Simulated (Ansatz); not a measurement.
# Ga27Sb26P: the cost of one run

Program: Ansatz 0.2.0. Level of theory: DFT, PBE, plane-wave PAW, default files, scalar-relativistic, as far as a step names no other. These are calculated values, not measurements.

The COD entry's cell or inner coordinates are ideal or old and differ from later refinements, so a difference from it is no clean test against experiment.

## Step 1: The system as given

The structure is cubic, space group F-43m (No. 216). The conventional cell has a = 18.354 Å, b = 18.354 Å, c = 18.354 Å, α = 90.00°, β = 90.00°, γ = 90.00°. Ga (site symmetry 3m) has 1 P at 2.65 Å and 3 Sb at 2.65 Å as nearest neighbours. Ga (site symmetry 2mm) has 4 Sb at 2.65 Å as nearest neighbours. Around Ga (site symmetry m) lie 4 Sb at 2.65 Å. Around Ga (site symmetry -43m) lie 4 Sb at 2.65 Å. Ga (site symmetry 3m) is surrounded by 4 Sb at 2.65 Å. Around P (site symmetry -43m) lie 4 Ga at 2.65 Å. Sb (site symmetry m) is surrounded by 4 Ga at 2.65 Å. Sb (site symmetry 3m) has 4 Ga at 2.65 Å as nearest neighbours. Only part of the 10 independent sites is listed.

Structure file:

```
Ga P Sb
1.0
     0.00000    9.17700    9.17700
     9.17700    0.00000    9.17700
     9.17700    9.17700    0.00000
Ga P Sb
27 1 26
Cartesian
  0.0000 0.0000 0.0000
  3.0590 3.0590 0.0000
  6.1180 6.1180 0.0000
  3.0590 0.0000 3.0590
  6.1180 3.0590 3.0590
  9.1770 6.1180 3.0590
  6.1180 0.0000 6.1180
  9.1770 3.0590 6.1180
  12.2360 6.1180 6.1180
  0.0000 3.0590 3.0590
  3.0590 6.1180 3.0590
  6.1180 9.1770 3.0590
  3.0590 3.0590 6.1180
  6.1180 6.1180 6.1180
  9.1770 9.1770 6.1180
  6.1180 3.0590 9.1770
  9.1770 6.1180 9.1770
  12.2360 9.1770 9.1770
  0.0000 6.1180 6.1180
  3.0590 9.1770 6.1180
  6.1180 12.2360 6.1180
  3.0590 6.1180 9.1770
  6.1180 9.1770 9.1770
  9.1770 12.2360 9.1770
  6.1180 6.1180 12.2360
  9.1770 9.1770 12.2360
  12.2360 12.2360 12.2360
  1.5295 1.5295 1.5295
  4.5885 4.5885 1.5295
  7.6475 7.6475 1.5295
  4.5885 1.5295 4.5885
  7.6475 4.5885 4.5885
  10.7065 7.6475 4.5885
  7.6475 1.5295 7.6475
  10.7065 4.5885 7.6475
  13.7655 7.6475 7.6475
  1.5295 4.5885 4.5885
  4.5885 7.6475 4.5885
  7.6475 10.7065 4.5885
  4.5885 4.5885 7.6475
  7.6475 7.6475 7.6475
  10.7065 10.7065 7.6475
  7.6475 4.5885 10.7065
  10.7065 7.6475 10.7065
  13.7655 10.7065 10.7065
  1.5295 7.6475 7.6475
  4.5885 10.7065 7.6475
  7.6475 13.7655 7.6475
  4.5885 7.6475 10.7065
  7.6475 10.7065 10.7065
  10.7065 13.7655 10.7065
  7.6475 7.6475 13.7655
  10.7065 10.7065 13.7655
  13.7655 13.7655 13.7655
```

Atom 28 of the input is the impurity.

## Step 2: First run, atoms as given

Input file input.yaml:

```yaml
crystal:
  lattice:
    - [0.0, 9.177, 9.177]
    - [9.177, 0.0, 9.177]
    - [9.177, 9.177, 0.0]
  atoms:
    - { symbol: Ga, position: [0.0, 0.0, 0.0] }
    - { symbol: Ga, position: [0.0, 0.0, 0.3333333333] }
    - { symbol: Ga, position: [0.0, 0.0, 0.6666666667] }
    - { symbol: Ga, position: [0.0, 0.3333333333, 0.0] }
    - { symbol: Ga, position: [0.0, 0.3333333333, 0.3333333333] }
    - { symbol: Ga, position: [0.0, 0.3333333333, 0.6666666667] }
    - { symbol: Ga, position: [0.0, 0.6666666667, 0.0] }
    - { symbol: Ga, position: [0.0, 0.6666666667, 0.3333333333] }
    - { symbol: Ga, position: [0.0, 0.6666666667, 0.6666666667] }
    - { symbol: Ga, position: [0.3333333333, 0.0, 0.0] }
    - { symbol: Ga, position: [0.3333333333, 0.0, 0.3333333333] }
    - { symbol: Ga, position: [0.3333333333, 0.0, 0.6666666667] }
    - { symbol: Ga, position: [0.3333333333, 0.3333333333, 0.0] }
    - { symbol: Ga, position: [0.3333333333, 0.3333333333, 0.3333333333] }
    - { symbol: Ga, position: [0.3333333333, 0.3333333333, 0.6666666667] }
    - { symbol: Ga, position: [0.3333333333, 0.6666666667, 0.0] }
    - { symbol: Ga, position: [0.3333333333, 0.6666666667, 0.3333333333] }
    - { symbol: Ga, position: [0.3333333333, 0.6666666667, 0.6666666667] }
    - { symbol: Ga, position: [0.6666666667, 0.0, 0.0] }
    - { symbol: Ga, position: [0.6666666667, 0.0, 0.3333333333] }
    - { symbol: Ga, position: [0.6666666667, 0.0, 0.6666666667] }
    - { symbol: Ga, position: [0.6666666667, 0.3333333333, 0.0] }
    - { symbol: Ga, position: [0.6666666667, 0.3333333333, 0.3333333333] }
    - { symbol: Ga, position: [0.6666666667, 0.3333333333, 0.6666666667] }
    - { symbol: Ga, position: [0.6666666667, 0.6666666667, 0.0] }
    - { symbol: Ga, position: [0.6666666667, 0.6666666667, 0.3333333333] }
    - { symbol: Ga, position: [0.6666666667, 0.6666666667, 0.6666666667] }
    - { symbol: P, position: [0.0833333333, 0.0833333333, 0.0833333333] }
    - { symbol: Sb, position: [0.0833333333, 0.0833333333, 0.4166666667] }
    - { symbol: Sb, position: [0.0833333333, 0.0833333333, 0.75] }
    - { symbol: Sb, position: [0.0833333333, 0.4166666667, 0.0833333333] }
    - { symbol: Sb, position: [0.0833333333, 0.4166666667, 0.4166666667] }
    - { symbol: Sb, position: [0.0833333333, 0.4166666667, 0.75] }
    - { symbol: Sb, position: [0.0833333333, 0.75, 0.0833333333] }
    - { symbol: Sb, position: [0.0833333333, 0.75, 0.4166666667] }
    - { symbol: Sb, position: [0.0833333333, 0.75, 0.75] }
    - { symbol: Sb, position: [0.4166666667, 0.0833333333, 0.0833333333] }
    - { symbol: Sb, position: [0.4166666667, 0.0833333333, 0.4166666667] }
    - { symbol: Sb, position: [0.4166666667, 0.0833333333, 0.75] }
    - { symbol: Sb, position: [0.4166666667, 0.4166666667, 0.0833333333] }
    - { symbol: Sb, position: [0.4166666667, 0.4166666667, 0.4166666667] }
    - { symbol: Sb, position: [0.4166666667, 0.4166666667, 0.75] }
    - { symbol: Sb, position: [0.4166666667, 0.75, 0.0833333333] }
    - { symbol: Sb, position: [0.4166666667, 0.75, 0.4166666667] }
    - { symbol: Sb, position: [0.4166666667, 0.75, 0.75] }
    - { symbol: Sb, position: [0.75, 0.0833333333, 0.0833333333] }
    - { symbol: Sb, position: [0.75, 0.0833333333, 0.4166666667] }
    - { symbol: Sb, position: [0.75, 0.0833333333, 0.75] }
    - { symbol: Sb, position: [0.75, 0.4166666667, 0.0833333333] }
    - { symbol: Sb, position: [0.75, 0.4166666667, 0.4166666667] }
    - { symbol: Sb, position: [0.75, 0.4166666667, 0.75] }
    - { symbol: Sb, position: [0.75, 0.75, 0.0833333333] }
    - { symbol: Sb, position: [0.75, 0.75, 0.4166666667] }
    - { symbol: Sb, position: [0.75, 0.75, 0.75] }
kpoints:
  mp_grid: { grid: [2, 2, 2] }
scf:
  occupations: { method: fermi_dirac, width: 0.01 }
hamiltonian:
  xc: pbe
  pseudopotentials: { kind: paw }
output:
  forces: true
  stress: true
  populations: true
  efg:
    quadrupole_moments_barn: { Ga: 0.107, Sb: -0.543 }
    contact_densities: true
```

Run with:

```bash
ansatz run input.yaml --threads 4 --pin off --max-ram 8192MiB --backend cpu --events-out ev --progress --plain --runs-dir out
```

**Question.** How long does this run take on 4 threads of Arm Neoverse V2, shared host, and how much memory does it need?

About 83 s, with a peak of 5.1 GiB.
